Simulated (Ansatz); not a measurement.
## Mg2C in Ansatz: convergence with n extra bands

Crystal: Mg2C.

```
Mg C
1.0
     4.48216    0.00000    0.00000
    -2.24108    3.88167    0.00000
     0.00000    0.00000    3.13451
Mg C
2 1
Direct
  0.33333 0.66667 0.94830
  0.66667 0.33333 0.05170
  0.00000 0.00000 0.50000
```

The cell was built by a generator and needn't be a form met in nature.

* Program: Ansatz 0.2.0
* Task: convergence study
* Functional: PBE
* Potentials or basis: Ansatz NC
* Cutoff: 1143 eV (not typed: the program's choice for these potentials)
* k mesh: 6 × 6 × 7
* Occupations: fermi-dirac, width 0.05 eV
* Spin: no spin polarisation

These are the settings of the first run; the series varies n extra bands, with any setting tied to it.

Hardware: 2 threads of Arm Neoverse V1, with other jobs on the host.

| n extra bands | energy less the tightest run, at zero smearing (meV/atom) | SCF cycles | CPU time (s) | peak memory (GiB) |
| --- | --- | --- | --- | --- |
| 1 | -0.01 | 7 | 6.5 | 0.37 |
| 2 | 0.00 | 7 | 6.6 | 0.38 |
| 4 | 0.00 | 7 | 5.7 | 0.38 |
| 8 | 0.00 | 7 | 6.4 | 0.39 |
| 16 | 0.00 | 7 | 7.8 | 0.42 |
| 32 | 0.00 | 7 | 10 | 0.48 |

Against the tightest run, the energy stays within 1 meV/atom from 1 on. The tightest run that finished is the yardstick and may itself not be fully converged.
